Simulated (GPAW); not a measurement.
# InH2ClO (SMILES [OH][InH][Cl]) at AM05/dz(dzp) (scalar-relativistic datasets)

We compute a structure relaxation of InH2ClO. The job is set up through an ASE script.

Program for the calculation: GPAW 26.7.0.

2 further runs of the same task are left out: 2 that didn't finish.

### Step 1. The molecule

InH2ClO: 5 atoms, total charge 0, spin state singlet. As SMILES, `[OH][InH][Cl]`. All atoms were displaced at random from a relaxed shape. The run starts from this shape.

Bond lengths: O1–In2 2.016 Å, In2–Cl3 2.357 Å, O1–H4 0.998 Å, In2–H5 1.699 Å. Angles: O1–In2–Cl3 109.7°, O1–In2–H5 127.5°, Cl3–In2–H5 122.5°, In2–O1–H4 108.1°.

### Step 2. A structure relaxation at AM05/dz(dzp) (scalar-relativistic datasets)

File ClH2InO_relax.py:

```python
from ase import Atoms
from ase.io import write
from ase.optimize import BFGSLineSearch
from gpaw import GPAW, setup_paths
from gpaw.atom.configurations import parameters
from gpaw.atom.generator import Generator

mol = Atoms(['O', 'In', 'Cl', 'H', 'H'],
    positions=[[ -1.444749,   0.164685,  -0.551622],
               [  0.470195,   0.394551,   0.033899],
               [  1.274007,  -1.627353,   0.939446],
               [ -1.680077,  -0.801682,  -0.470259],
               [  1.380755,   1.829354,   0.053073]])
mol.center(vacuum=7.0)

for symbol in ['Cl', 'H', 'In', 'O']:
    Generator(symbol, xcname='AM05', scalarrel=True, nofiles=True, txt=None).run(**parameters[symbol])
setup_paths.insert(0, '.')

dft = GPAW(mode='lcao',
           xc='AM05',
           mixer={'name': 'msr1', 'beta': 0.25, 'nmaxold': 1, 'weight': 100.0},
           occupations={'name': 'methfessel-paxton', 'width': 0.1},
           basis='dz(dzp)',
           symmetry='off',
           maxiter=100,
           h=0.2,
           txt='-')
mol.calc = dft

opt = BFGSLineSearch(mol, trajectory='ClH2InO.traj')
converged = opt.run(fmax=0.05, steps=100)
print('Converged:', converged)
print(f'Final energy = {mol.get_potential_energy():.5f} eV')
print(f'r(H3-O0)                {mol.get_distance(3, 0):.4f} Ang')
print(f'r(Cl2-In1) = {mol.get_distance(2, 1):.4f} Ang')
write('relaxed.xyz', mol)
```

On the command line:

```bash
$ python3 ClH2InO_relax.py
```

**Question.** What will come out? Wanted: energy as printed; dipole moment; HOMO energy; LUMO energy; HOMO–LUMO gap.

Answer, from the run:

Level: AM05/dz(dzp) (scalar-relativistic datasets).

| quantity | value |
| --- | --- |
| energy as printed (from the program's reference atoms) | -16.2256 eV |
| dipole moment | 1.22 D |
| HOMO energy | -6.77 eV |
| LUMO energy | -2.19 eV |
| HOMO–LUMO gap | 4.58 eV |

What this shows: At the final geometry: Bond lengths: O1–In2 1.985 Å, In2–Cl3 2.378 Å, O1–H4 1.005 Å, In2–H5 1.710 Å. Angles: O1–In2–Cl3 112.7°, O1–In2–H5 122.6°, Cl3–In2–H5 124.7°, In2–O1–H4 119.2°. The optimisation took 14 steps and changed the energy by -0.060 eV.
